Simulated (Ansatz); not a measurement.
Run this with Ansatz 0.2.0, Python API and show what comes out.

Input file `clh3ssesi.xyz`:
```text
7

S     0.18720    1.41870   -1.15760
Si   -0.02670    0.22030    0.57370
Cl    1.75220    0.26560    1.61580
Se   -0.41050   -1.90770   -0.06180
H    -1.17860    1.16350   -1.57900
H    -1.10540    0.74060    1.43320
H     0.84300   -1.96890   -0.87000
```

`freq.py`:
```python
"""Vibrations and zero-point energy of ClH3SSeSi."""

from dataclasses import dataclass
import itertools

import ansatz as az
from ase import Atoms
from ase.data import atomic_numbers, covalent_radii
from ase.thermochemistry import IdealGasThermo
import numpy as np


@dataclass
class RunConfig:
    basis_set: str = "def2-SVP"
    functional: str = "r2SCAN"


settings = RunConfig()

system = az.Crystal.molecule_from_extxyz("clh3ssesi.xyz")

calc = (
    system.calculation()
    .basis(gaussian=settings.basis_set)
    .functional(settings.functional)
)
symbols = [site.symbol for site in system.cartesian_sites]
start = np.array([site.position_ang for site in system.cartesian_sites], dtype=float)
r = calc.relax(force_tolerance=0.003, max_steps=100).run(threads=1, backend="cpu").report
end = np.array(r["positions_ang"])

# pairs closer than 1.2 times the sum of covalent radii, before or after
radius = [covalent_radii[atomic_numbers[s]] for s in symbols]
span = lambda where, i, j: np.linalg.norm(where[i] - where[j])
bonded = [(i, j) for i, j in itertools.combinations(range(len(symbols)), 2) if min(span(start, i, j), span(end, i, j)) < 1.2 * (radius[i] + radius[j])]
print("pair        before    after (A)")
for i, j in bonded:
    print(f"{symbols[i]}{i}-{symbols[j]}{j}".ljust(10), f"{span(start, i, j):8.4f} {span(end, i, j):8.4f}")

# same settings at the minimum
minimum = az.Crystal.molecule()
for symbol, place in zip(symbols, end):
    minimum = minimum.atom(symbol, place.tolist())
vibrating = (
    minimum.calculation()
    .basis(gaussian=settings.basis_set)
    .functional(settings.functional)
    .phonons(temperatures=(200, 600, 100))
)
vib = vibrating.run(threads=1, backend="cpu").report["vibrations"]
sums = vib["harmonic_sums"]
modes = [m["omega_inv_cm"] for m in sums["modes_at_gamma"] if m["rigid_motion"] == "no"]
print("frequencies (1/cm):", " ".join(f"{w:.0f}" for w in modes))
print("imaginary modes:", sum(w < 0 for w in modes), " zero-point energy:", round(sums["zero_point_energy_ev"], 4), "eV")
# rigid rotor and ideal gas, symmetry number taken as one
gas = IdealGasThermo(vib_energies=[w / 8065.544 for w in modes if w > 0], geometry="linear" if len(modes) == 3 * len(symbols) - 5 else "nonlinear",
                     atoms=Atoms(symbols, positions=end), symmetrynumber=1, spin=0.0)
print(f"H(298 K) - E = {gas.get_enthalpy(298.15, verbose=False):.4f} eV")
print(f"S(298 K, 1 bar) = {96485.33 * gas.get_entropy(298.15, 1e5, verbose=False):.1f} J/(mol K) with symmetry number 1")
```

```console
$ python freq.py
pair        before    after (A)
S0-Si1       2.1164   2.1402
S0-H4        1.4519   1.3536
Si1-Cl2      2.0622   2.0693
Si1-Se3      2.2538   2.2739
Si1-H5       1.4741   1.4854
Se3-H6       1.4927   1.4722
frequencies (1/cm): 114 141 194 202 246 366 522 562 627 725 786 838 2253 2434 2686
imaginary modes: 0  zero-point energy: 0.787 eV
H(298 K) - E = 1.0019 eV
S(298 K, 1 bar) = 360.1 J/(mol K) with symmetry number 1
```

What to keep in mind:
- The frequencies are harmonic and unscaled, in a modest basis.
- The result belongs to the one conformer reached from this start, and soft torsions count as harmonic oscillators.
- The entropy takes a symmetry number of 1; a symmetric molecule's is lower by R ln(sigma).
- Finished in 3.9 min on 1 thread of Arm Neoverse V2, on a shared host, peak memory 0.29 GiB.
